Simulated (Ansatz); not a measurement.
# MgW: the cost of one run

Program: Ansatz 0.2.0. Level of theory: DFT PBE, scalar-relativistic. These are calculated values, not measurements.

1 further run of the same task is left out (it didn't finish).

### 1 The structure to begin with

The structure is monoclinic, space group P2/c (No. 13). Conventional cell: a = 4.680 Å, b = 5.660 Å, c = 4.920 Å, α = 90.00°, β = 90.33°, γ = 90.00°. Mg (site symmetry 2) has 2 Mg at 3.19 Å and 8 W at 3.47 to 3.68 Å as nearest neighbours. W (site symmetry 2) is surrounded by 2 W at 3.21 Å and 8 Mg at 3.47 to 3.68 Å.

Structure file:

```cif
data_structure
_symmetry_space_group_name_H-M 'P 1'
_symmetry_Int_Tables_number 1
_cell_length_a 4.6800
_cell_length_b 5.6600
_cell_length_c 4.9200
_cell_angle_alpha 90.000
_cell_angle_beta 90.330
_cell_angle_gamma 90.000
_cell_volume 130.32
loop_
_atom_site_label
_atom_site_type_symbol
_atom_site_fract_x
_atom_site_fract_y
_atom_site_fract_z
_atom_site_occupancy
Mg1 Mg 0.50000 0.32000 0.75000 1
Mg2 Mg 0.50000 0.68000 0.25000 1
W1 W 0.00000 0.81800 0.75000 1
W2 W 0.00000 0.18200 0.25000 1
```

The cell comes from a crystallographic database entry that wasn't checked; take it as a given geometry, which may be far from equilibrium.

Atoms are numbered in the order of the input: Mg1, Mg2, W3, W4.

### 2 Full-potential LAPW

File input.yaml:

```yaml
crystal:
  lattice:
    - [4.68, 0.0, 0.0]
    - [0.0, 5.66, 0.0]
    - [-0.02834, 0.0, 4.91992]
  atoms:
    - { symbol: Mg, position: [0.5, 0.32, 0.75] }
    - { symbol: Mg, position: [0.5, 0.68, 0.25] }
    - { symbol: W, position: [0.0, 0.818, 0.75] }
    - { symbol: W, position: [0.0, 0.182, 0.25] }
kpoints:
  mp_grid: { grid: [9, 7, 8] }
  band_path:
    path:
      - [0.0, 0.0, 0.0]
      - [0.0, 0.5, 0.0]
      - [0.0, 0.5, 0.5]
      - [0.0, 0.0, 0.5]
      - [0.0, 0.0, 0.0]
      - [-0.5, 0.0, 0.5]
      - [-0.5, 0.5, 0.5]
      - [0.0, 0.5, 0.0]
      - [-0.5, 0.5, 0.0]
    npoints: 14
scf:
  occupations: { method: fermi_dirac, width: 0.08 }
hamiltonian:
  xc: pbe
  pseudopotentials: { kind: all_electron, lapw: { basis_error: 0.0005 } }
output:
  forces: true
  stress: true
  eigenvalues: true
  populations: true
  dos: { projected: true, de: 0.2, e_range: [-14, 8] }
```

On the command line:

```sh
$ ansatz run input.yaml --threads 1 --pin off --max-ram 3072MiB --backend cpu --events-out ev --progress --plain --runs-dir out
```

**Question.** How long does this run take on 1 thread of Arm Neoverse V2, shared host?

About 4 min.
